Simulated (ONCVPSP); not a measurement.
# Cu: the cost of one run

Method: ONCVPSP 4.0.1.1 (patched build), PBE, scalar-relativistic.

## Step 1: Starting point

The settings as typed:

```
element                 : copper (Cu, Z = 29)
type                    : optimised norm-conserving Vanderbilt (ONCV)
frozen core             : [Ne]
valence charge          : 19
reference configuration : 3s2 3p6 3d10 (charge +1)
partial waves           : 3s: rc 1.10 bohr, ncon 4, nbas 7, qcut 12.1 1/bohr, 3 projectors, debl 1.2 Ha; 3p: rc 0.80 bohr, ncon 4, nbas 8, qcut 11.8 1/bohr, 2 projectors, debl 3.3 Ha; 3d: rc 1.45 bohr, ncon 4, nbas 9, qcut 12.6 1/bohr, 3 projectors, debl 0.5 Ha; f scattering state at 0.02 Ha: rc 1.15 bohr, ncon 4, nbas 8, qcut 10 1/bohr, 2 projectors, debl 2.2 Ha
local potential         : polynomial inside 0.60 bohr (lpopt 5, dvloc0 4 Ha)
core correction         : Teter function, parameters optimised by the program
```

An earlier all-electron run gives the scale for the radii.

All-electron outer shells of the reference configuration (PBE, scalar-relativistic, ld1.x):

```json
{"shell": "3s", "level (eV)": "-123.32", "outermost node (bohr)": "0.29", "outermost maximum (bohr)": "0.61"}
{"shell": "3p", "level (eV)": "-80.79", "outermost node (bohr)": "0.26", "outermost maximum (bohr)": "0.62"}
{"shell": "3d", "level (eV)": "-13.66", "outermost node (bohr)": "–", "outermost maximum (bohr)": "0.60"}
{"shell": "4s", "level (eV)": "-11.89", "outermost node (bohr)": "0.89", "outermost maximum (bohr)": "2.13"}
{"shell": "4p", "level (eV)": "-6.55", "outermost node (bohr)": "0.97", "outermost maximum (bohr)": "2.81"}
```

## Step 2: The generation run

The input, Cu.dat:

```
# ATOM AND REFERENCE CONFIGURATION
# atsym  z   nc   nv     iexc    psfile
  Cu 29.00    3    3        4      upf
#
#   n    l    f
    1    0    2.00
    2    0    2.00
    2    1    6.00
    3    0    2.00
    3    1    6.00
    3    2   10.00
#
# PSEUDOPOTENTIAL AND OPTIMIZATION
# lmax
    3
#
#   l,   rc,      ep,       ncon, nbas, qcut
    0    1.10    0.00    4    7   12.10
    1    0.80    0.00    4    8   11.80
    2    1.45    0.00    4    9   12.60
    3    1.15    0.02    4    8   10.00
#
# LOCAL POTENTIAL
# lloc, lpopt,  rc(5),   dvloc0
    4    5    0.60    4.00
#
# VANDERBILT-KLEINMAN-BYLANDER PROJECTORs
# l, nproj, debl
    0    3    1.20
    1    2    3.30
    2    3    0.50
    3    2    2.20
#
# MODEL CORE CHARGE
# icmod, fcfact, rcfact
    4    0.55    0.00
#
# LOG DERIVATIVE ANALYSIS
# epsh1, epsh2, depsh
   -6.00    5.00    0.04
#
# OUTPUT GRID
# rlmax, drl
    6.00    0.01
#
# TEST CONFIGURATIONS
# ncnf
    4
# nvcnf
#   n    l    f
    4
    3    0    2.00
    3    1    6.00
    3    2   10.00
    4    0    1.00
#
    3
    3    0    2.00
    3    1    6.00
    3    2    9.00
#
    3
    3    0    2.00
    3    1    6.00
    3    2    8.00
#
    4
    3    0    2.00
    3    1    6.00
    3    2    9.00
    4    0    1.00
#
```

The run is started by

```console
oncvpsp.x < Cu.dat > Cu.out
```

**Question.** How long does this run take on 1 thread of Intel Xeon Platinum 8375C at 2.90GHz, shared host?

About 11 s.
